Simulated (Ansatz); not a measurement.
Ta4NiO11:

```
CELL_PARAMETERS angstrom
5.29285 -0.00032 -0.02518
-0.04190 5.33569 0.02340
-0.47620 -0.07999 7.89609
ATOMIC_POSITIONS crystal
Ta 0.52261 0.46364 0.51843
Ta 0.55532 0.53163 0.98083
Ta 0.02338 0.98832 0.50961
Ta 0.04916 0.02484 0.01689
Ni 0.06538 0.57998 0.26898
O 0.96711 0.93834 0.23892
O 0.21005 0.28324 0.42990
O 0.27287 0.71995 0.06145
O 0.33888 0.23820 0.03682
O 0.30665 0.75341 0.45874
O 0.50103 0.44858 0.74991
O 0.70564 0.16332 0.48732
O 0.73302 0.83358 0.94060
O 0.85284 0.36497 0.07896
O 0.81889 0.65561 0.47584
O 0.07718 0.01239 0.74680
```

The cell was built by a generator and needn't be a form met in nature.

```yaml
Program: Ansatz 0.2.0
Task: relaxation of cell and atoms
Functional: PBEsol
Potentials_or_basis: Ansatz PAW
Cutoff: "420 eV (not typed: the program's choice for these potentials)"
k_mesh: 4 × 4 × 3
Occupations: fermi-dirac, width 0.05 eV
Spin: collinear spin, ferromagnetic start
Starting_moments: "[0.0, 0.0, 0.0, 0.0, 1.0, 0.0, 0.0, 0.0, 0.0, 0.0, 0.0, 0.0, 0.0, 0.0, 0.0, 0.0] μB"
```

At the start: volume 13.93 Å³/atom.

How do energy, volume and symmetry change on relaxing?

It ends after 15 steps and the volume is 13.36 Å³/atom (-4.1 %); space group P1 (No. 1, to 0.05 Å); moment 2.00 μB per cell.

Step by step:
| step | energy change (eV) | largest force (eV/Å) | volume (Å³) |
| --- | --- | --- | --- |
| 1 | 0.0000 | 0.2035 | 222.94 |
| 2 | -0.1311 | 0.2530 | 216.03 |
| 3 | -0.1442 | 0.1392 | 215.70 |
| 4 | -0.1509 | 0.0924 | 215.05 |
| 5 | -0.1547 | 0.0409 | 214.66 |
| 6 | -0.1559 | 0.0331 | 214.46 |
| 7 | -0.1564 | 0.0144 | 214.42 |
| 8 | -0.1565 | 0.0062 | 214.42 |
| 9 | -0.1280 | 0.0063 | 214.42 |
| 10 | -0.1286 | 0.0239 | 214.31 |
| 11 | -0.1302 | 0.0357 | 213.95 |
| 12 | -0.1311 | 0.0393 | 213.77 |
| 13 | -0.1309 | 0.0152 | 213.83 |
| 14 | -0.1310 | 0.0056 | 213.83 |
| 15 | -0.1285 | 0.0056 | 213.83 |

Final structure:
```xyz
16
Lattice="5.2363 -0.0049 -0.0417 -0.0461 5.2732 0.0169 -0.4963 -0.0877 7.7478" Properties=species:S:1:pos:R:3 pbc="T T T"
Ta    2.4444    2.3895    3.9955
Ta    2.4085    2.7272    7.6010
Ta   -0.1878    5.1608    3.9431
Ta    0.2629    0.1571    0.1152
Ni    0.2035    3.0368    2.0758
O     4.8588    4.8955    1.8195
O     0.8409    1.4690    3.2919
O     1.3670    3.7920    0.5038
O     1.7902    1.2452    0.3484
O     1.3580    3.9514    3.5405
O     2.1779    2.2622    5.8069
O     3.4160    0.7911    3.7332
O     3.3253    4.3271    7.2366
O     4.4607    1.9198    0.5719
O     4.0341    3.3921    3.6917
O     0.0502    0.0204    5.8032
```

Caveat: the plane-wave basis is chosen anew once the cell has moved, so the energies of steps on either side of that aren't comparable; the pressure holds a Pulay correction of +0.7 GPa for the finite cutoff; a cell with one magnetic atom can't hold antiferromagnetic order, which such compounds often take; the PAW data sets come from PBE, with cores solved anew for the run's functional, which leaves a small shift of forces and pressure.
